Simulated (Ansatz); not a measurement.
# H6Si2Te: the cost of one run

All numbers are computed with the Python package of Ansatz 0.2.0. Level of theory: r2SCAN0/def2-SVP.

## Step 1: The structure

Bond lengths: Si1–Si2 2.174 Å, Si2–Te3 2.462 Å, Si1–H4 1.452 Å, Si1–H5 1.469 Å, Si1–H6 1.525 Å, Si2–H7 1.446 Å, Si2–H8 1.491 Å, Te3–H9 1.746 Å. Angles: Si1–Si2–Te3 108.9°, Si1–Si2–H7 111.0°, Si1–Si2–H8 108.4°, Te3–Si2–H7 108.8°, Te3–Si2–H8 108.8°, H7–Si2–H8 110.9°, Si2–Si1–H4 111.4°, Si2–Si1–H5 112.7°, Si2–Si1–H6 110.8°, H4–Si1–H5 106.1°, H4–Si1–H6 108.4°, H5–Si1–H6 107.3°, Si2–Te3–H9 92.0°.

No structure file is read: the coordinates are typed or built in the script.

## Step 2: Script

Input file h6si2te.py:

```python
"""Energy of H6Si2Te against one bond angle."""

import ansatz as az
from ase import Atoms

BASIS_SET = "def2-SVP"
XC = "r2scan0"
FMAX = 0.02

atoms = Atoms(["Si", "Si", "Te", "H", "H", "H", "H", "H", "H"], positions=[
    [-0.6817, 0.9474, -0.982],
    [0.1349, -0.7267, 0.1393],
    [1.3412, 0.1403, 2.103],
    [-1.3877, 0.4963, -2.1678],
    [0.3558, 1.8746, -1.4544],
    [-1.6503, 1.7525, -0.1224],
    [-0.9164, -1.6115, 0.5911],
    [1.1001, -1.4515, -0.7356],
    [1.7926, -1.4677, 2.6116],
])

# relax first, so that the scan starts from a minimum
first = (
    az.Crystal.molecule_from_ase(atoms).calculation()
    .basis(gaussian=BASIS_SET)
    .functional(XC)
    .relax(force_tolerance=FMAX, max_steps=80)
)
atoms.positions = first.run().report["positions_ang"]

rows = []
for angle in [90, 100, 110, 120, 135, 150, 165, 179]:
    bent = atoms.copy()
    bent.set_angle(1, 2, 8, angle, indices=[8])
    calc = (
        az.Crystal.molecule_from_ase(bent).calculation()
        .basis(gaussian=BASIS_SET)
        .functional(XC)
    )
    rows.append((angle, calc.run().report["free_energy_ev"]))
floor = min(e for _, e in rows)
for angle, e in rows:
    print(f"angle Si1-Te2-H8 = {angle:3d} deg   {1000 * (e - floor):9.1f} meV")
```

## Step 3: The calls as engine input

The engine receives this input (first run):

```yaml
crystal:
  periodic: [false, false, false]
  atoms:
    - { symbol: Si, position_ang: [-0.6817, 0.9474, -0.982] }
    - { symbol: Si, position_ang: [0.1349, -0.7267, 0.1393] }
    - { symbol: Te, position_ang: [1.3412, 0.1403, 2.103] }
    - { symbol: H, position_ang: [-1.3877, 0.4963, -2.1678] }
    - { symbol: H, position_ang: [0.3558, 1.8746, -1.4544] }
    - { symbol: H, position_ang: [-1.6503, 1.7525, -0.1224] }
    - { symbol: H, position_ang: [-0.9164, -1.6115, 0.5911] }
    - { symbol: H, position_ang: [1.1001, -1.4515, -0.7356] }
    - { symbol: H, position_ang: [1.7926, -1.4677, 2.6116] }
basis:
  gaussian:
    orbitals: def2-SVP
hamiltonian:
  xc: r2scan0
relax:
  f_tol: 0.02
  max_steps: 80
```

## Step 4: The run

Started as:

```console
python h6si2te.py
```

What time and memory should one allow on 1 thread of Arm Neoverse V2, shared host?

About 96 s, with a peak of 0.3 GiB.
